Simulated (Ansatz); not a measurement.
# C8H8O (4-vinylphenol): MRCISD+Q(relaxed)(4,4)/STO-6G (density fitting with def2-universal-jkfit, cc-pVTZ-rifit for correlation, ground state, 2 states averaged, start density atoms)

What is the energy change on altering one bond length of C8H8O (4-vinylphenol) at MRCISD+Q(relaxed)(4,4)/STO-6G (density fitting with def2-universal-jkfit, cc-pVTZ-rifit for correlation, ground state, 2 states averaged, start density atoms)? 

The results are computed with Ansatz 0.2.0.

2 further runs of the same task are left out: 1 that didn't finish, 1 set aside as unsound or not needed. Runs told in other sessions of the task aren't counted.

### Step 1. The system as given

C8H8O has 17 atoms, charge 0, and is taken as a singlet. SMILES: `Oc1ccc(C=C)cc1`. The coordinates come from a PBE0-D4/def2-TZVP relaxation. This is one conformer, not always the lowest.

Some bond lengths: O1–C2 1.355 Å, C2–C3 1.392 Å, C3–C4 1.381 Å, C4–C5 1.396 Å, C5–C6 1.461 Å, C6–C7 1.331 Å, C5–C8 1.396 Å, C2–C9 1.388 Å, C8–C9 1.382 Å, O1–H10 0.961 Å, C3–H11 1.086 Å, C4–H12 1.084 Å, C6–H13 1.088 Å, C7–H14 1.084 Å, C7–H15 1.083 Å, C8–H16 1.085 Å. Some angles: O1–C2–C3 122.5°, O1–C2–C9 117.9°, C3–C2–C9 119.6°, C2–C3–C4 120.2°, C3–C4–C5 121.3°, C4–C5–C6 123.3°, C4–C5–C8 117.4°, C6–C5–C8 119.3°, C5–C6–C7 127.6°, C5–C8–C9 122.0°.

### Step 2. A single-point energy at MRCISD+Q(relaxed)(4,4)/STO-6G (density fitting with def2-universal-jkfit, cc-pVTZ-rifit for correlation, ground state, 2 states averaged, start density atoms)

Input file input.yaml:

```yaml
crystal:
  periodic: [false, false, false]
  atoms:
    - symbol: O
      position_ang: [2.804890, -0.793520, 1.888500]
    - symbol: C
      position_ang: [1.685650, -0.477460, 1.193700]
    - symbol: C
      position_ang: [1.650930, -0.452120, -0.197940]
    - symbol: C
      position_ang: [0.483310, -0.123120, -0.857410]
    - symbol: C
      position_ang: [-0.682120, 0.189730, -0.156160]
    - symbol: C
      position_ang: [-1.940340, 0.543240, -0.808620]
    - symbol: C
      position_ang: [-2.182260, 0.624140, -2.114990]
    - symbol: C
      position_ang: [-0.621420, 0.157410, 1.238140]
    - symbol: C
      position_ang: [0.539340, -0.169810, 1.913030]
    - symbol: H
      position_ang: [3.518460, -0.983320, 1.273120]
    - symbol: H
      position_ang: [2.545830, -0.692150, -0.765140]
    - symbol: H
      position_ang: [0.482320, -0.110540, -1.941030]
    - symbol: H
      position_ang: [-2.757200, 0.760770, -0.123600]
    - symbol: H
      position_ang: [-1.424410, 0.423120, -2.864100]
    - symbol: H
      position_ang: [-3.163630, 0.898570, -2.480830]
    - symbol: H
      position_ang: [-1.513500, 0.396650, 1.807940]
    - symbol: H
      position_ang: [0.574140, -0.191570, 2.995380]
basis:
  gaussian:
    orbitals: STO-6G.json
    fitting: {mean_field: def2-universal-jkfit, correlation: cc-pVTZ-rifit}
hamiltonian:
  pseudopotentials: {relativity: none}
output: {orbitals: {seedname: orbitals}}
correlation:
  method: fic_mrcisd_q_relaxed
  active_space: {window: {electrons: 4, orbitals: 4}, states: [{multiplicity: 1, weights: [1, 1]}], root: 0}
  electrons: all
```

The basis set STO-6G is read from a file made from the Basis Set Exchange's data (not shown).

Run with:

```bash
$ ansatz run input.yaml --threads 1 --pin off --max-ram 3480MiB --events-out events.jsonl --progress --plain --runs-dir runs
```

The program printed:

```text
Warning: RAYON_NUM_THREADS=1 ignored (pool sized by the plan → 1); use --threads N
Functional definition: HF
  name "HF"
[...]
1790 factors; integrals over basis functions are off by at most 6.8e-5 eV
[...]
mean field -10377.53773754 eV, -381.3674777069 hartree, gradient 2.4e-6 eV, S^2 0.000000; 0 other end points of the search recorded, 0 dependent functions left out; unrestricted orbitals would lower it
reference -10377.53773754 eV, -381.3674777069 hartree; 32, 32 occupied and 21, 21 virtual orbitals, 1790 factors
state -10378.98192462 eV, -381.4205506030 hartree
state -10372.43919485 eV, -381.1801097189 hartree
contracted CI cycle   1: correlation 0.00000000 eV, 0.0000000000 hartree, residual 2.97e1 eV
contracted CI cycle   2: correlation -12.03829584 eV, -0.4423992123 hartree, residual 4.92e0 eV
contracted CI cycle   3: correlation -12.44961934 eV, -0.4575150721 hartree, residual 1.24e0 eV
contracted CI cycle   4: correlation -12.47621513 eV, -0.4584924495 hartree, residual 3.30e-1 eV
contracted CI cycle   5: correlation -12.47813921 eV, -0.4585631580 hartree, residual 1.09e-1 eV
contracted CI cycle   6: correlation -12.47834479 eV, -0.4585707128 hartree, residual 3.28e-2 eV
contracted CI cycle   7: correlation -12.47836206 eV, -0.4585713475 hartree, residual 8.75e-3 eV
contracted CI cycle   8: correlation -12.47836333 eV, -0.4585713942 hartree, residual 2.35e-3 eV
contracted CI cycle   9: correlation -12.47836343 eV, -0.4585713979 hartree, residual 7.30e-4 eV
state -10378.98192462 eV, -381.4205506030 hartree; corrected -10394.00838934 eV, -381.9727629962 hartree
contracted CI cycle   1: correlation -0.00000000 eV, -0.0000000000 hartree, residual 2.94e1 eV
contracted CI cycle   2: correlation -12.09349622 eV, -0.4444277890 hartree, residual 4.92e0 eV
contracted CI cycle   3: correlation -12.53183852 eV, -0.4605365711 hartree, residual 1.42e0 eV
contracted CI cycle   4: correlation -12.56642678 eV, -0.4618076664 hartree, residual 5.06e-1 eV
contracted CI cycle   5: correlation -12.57161276 eV, -0.4619982474 hartree, residual 1.98e-1 eV
contracted CI cycle   6: correlation -12.57256629 eV, -0.4620332892 hartree, residual 8.25e-2 eV
contracted CI cycle   7: correlation -12.57280539 eV, -0.4620420759 hartree, residual 6.79e-2 eV
contracted CI cycle   8: correlation -12.57293105 eV, -0.4620466940 hartree, residual 3.95e-2 eV
contracted CI cycle   9: correlation -12.57297667 eV, -0.4620483703 hartree, residual 1.95e-2 eV
contracted CI cycle  10: correlation -12.57298443 eV, -0.4620486555 hartree, residual 6.98e-3 eV
contracted CI cycle  11: correlation -12.57298558 eV, -0.4620486978 hartree, residual 2.78e-3 eV
contracted CI cycle  12: correlation -12.57298575 eV, -0.4620487039 hartree, residual 9.21e-4 eV
contracted CI cycle  13: correlation -12.57298576 eV, -0.4620487045 hartree, residual 3.32e-4 eV
state -10372.43919485 eV, -381.1801097189 hartree; corrected -10387.88389935 eV, -381.7476921407 hartree
Total energy: -10394.00838934 eV, -381.9727629962 hartree
```

Run time: 15 s. Hardware: 1 thread of Arm Neoverse V2, shared host.

### Step 3. The distorted shape, same level

Input file input.yaml:

```yaml
crystal:
  periodic: [false, false, false]
  atoms:
    - symbol: O
      position_ang: [2.829074, -0.801607, 2.019092]
    - symbol: C
      position_ang: [1.709834, -0.485547, 1.324292]
    - symbol: C
      position_ang: [1.675114, -0.460207, -0.067348]
    - symbol: C
      position_ang: [0.507494, -0.131207, -0.726818]
    - symbol: C
      position_ang: [-0.657936, 0.181643, -0.025568]
    - symbol: C
      position_ang: [-1.916156, 0.535153, -0.678028]
    - symbol: C
      position_ang: [-2.182260, 0.624140, -2.114990]
    - symbol: C
      position_ang: [-0.597236, 0.149323, 1.368732]
    - symbol: C
      position_ang: [0.563524, -0.177897, 2.043622]
    - symbol: H
      position_ang: [3.542644, -0.991407, 1.403712]
    - symbol: H
      position_ang: [2.570014, -0.700237, -0.634548]
    - symbol: H
      position_ang: [0.506504, -0.118627, -1.810438]
    - symbol: H
      position_ang: [-2.733016, 0.752683, 0.006992]
    - symbol: H
      position_ang: [-1.424410, 0.423120, -2.864100]
    - symbol: H
      position_ang: [-3.163630, 0.898570, -2.480830]
    - symbol: H
      position_ang: [-1.489316, 0.388563, 1.938532]
    - symbol: H
      position_ang: [0.598324, -0.199657, 3.125972]
basis:
  gaussian:
    orbitals: STO-6G.json
    fitting: {mean_field: def2-universal-jkfit, correlation: cc-pVTZ-rifit}
hamiltonian:
  pseudopotentials: {relativity: none}
output: {orbitals: {seedname: orbitals}}
correlation:
  method: fic_mrcisd_q_relaxed
  active_space: {window: {electrons: 4, orbitals: 4}, states: [{multiplicity: 1, weights: [1, 1]}], root: 0}
  electrons: all
```

The basis set STO-6G is read from a file made from the Basis Set Exchange's data (not shown).

Run with:

```bash
$ ansatz run input.yaml --threads 1 --pin off --max-ram 3480MiB --events-out events.jsonl --progress --plain --runs-dir runs
```

The program printed (excerpt; [...] marks lines left out):

```text
Warning: RAYON_NUM_THREADS=1 ignored (pool sized by the plan → 1); use --threads N
[... 2 set-up lines as earlier in the session ...]
[...]
1790 factors; integrals over basis functions are off by at most 6.8e-5 eV
[...]
mean field -10376.80784963 eV, -381.3406548208 hartree, gradient 1.3e-6 eV, S^2 0.000000; 0 other end points of the search recorded, 0 dependent functions left out; unrestricted orbitals would lower it
reference -10376.80784963 eV, -381.3406548208 hartree; 32, 32 occupied and 21, 21 virtual orbitals, 1790 factors
state -10378.21576794 eV, -381.3923948646 hartree
state -10371.82178497 eV, -381.1574203244 hartree
contracted CI cycle   1: correlation 0.00000000 eV, 0.0000000000 hartree, residual 2.99e1 eV
contracted CI cycle   2: correlation -12.28890521 eV, -0.4516089366 hartree, residual 5.05e0 eV
contracted CI cycle   3: correlation -12.73033537 eV, -0.4678311961 hartree, residual 1.28e0 eV
[...]
contracted CI cycle   3: correlation -12.80410557 eV, -0.4705422009 hartree, residual 1.42e0 eV
contracted CI cycle   4: correlation -12.83968816 eV, -0.4718498369 hartree, residual 5.07e-1 eV
contracted CI cycle   5: correlation -12.84483995 eV, -0.4720391616 hartree, residual 1.94e-1 eV
contracted CI cycle   6: correlation -12.84570514 eV, -0.4720709566 hartree, residual 7.23e-2 eV
contracted CI cycle   7: correlation -12.84586865 eV, -0.4720769657 hartree, residual 5.14e-2 eV
contracted CI cycle   8: correlation -12.84593881 eV, -0.4720795440 hartree, residual 3.04e-2 eV
contracted CI cycle   9: correlation -12.84596938 eV, -0.4720806672 hartree, residual 1.68e-2 eV
contracted CI cycle  10: correlation -12.84597524 eV, -0.4720808829 hartree, residual 6.09e-3 eV
contracted CI cycle  11: correlation -12.84597613 eV, -0.4720809153 hartree, residual 2.48e-3 eV
contracted CI cycle  12: correlation -12.84597626 eV, -0.4720809203 hartree, residual 8.63e-4 eV
state -10371.82178497 eV, -381.1574203244 hartree; corrected -10387.71222145 eV, -381.7413830940 hartree
Total energy: -10393.70895397 eV, -381.9617589495 hartree
```

It took 15 s on 1 thread of Arm Neoverse V2, shared host.

### Step 4. Results

At MRCISD+Q(relaxed)(4,4)/STO-6G (density fitting with def2-universal-jkfit, cc-pVTZ-rifit for correlation, ground state, 2 states averaged, start density atoms):

| quantity | value |
| --- | --- |
| first shape: energy of the lowest of 2 roots | -381.97276 Eh |
| first shape: lowest excitation energy within this active space | 6.12 eV |
| distorted shape: energy of the lowest of 2 roots | -381.96176 Eh |
| distorted shape: lowest excitation energy within this active space | 6.00 eV |
| energy change with the C6–C7 bond stretched from 1.331 to 1.464 Å | 0.299 eV |

**Reading.** With the C6–C7 bond stretched from 1.331 to 1.464 Å the energy rises by 0.30 eV (6.9 kcal/mol). The first shape isn't relaxed at this level, so the change isn't measured from a minimum. The minimal basis adds a large error of its own. The restricted solution (first shape) is unstable to spin breaking: an unrestricted one lies lower. Excitation energies in a minimal basis are rough. The restricted solution (distorted shape) is unstable to spin breaking: an unrestricted one lies lower.
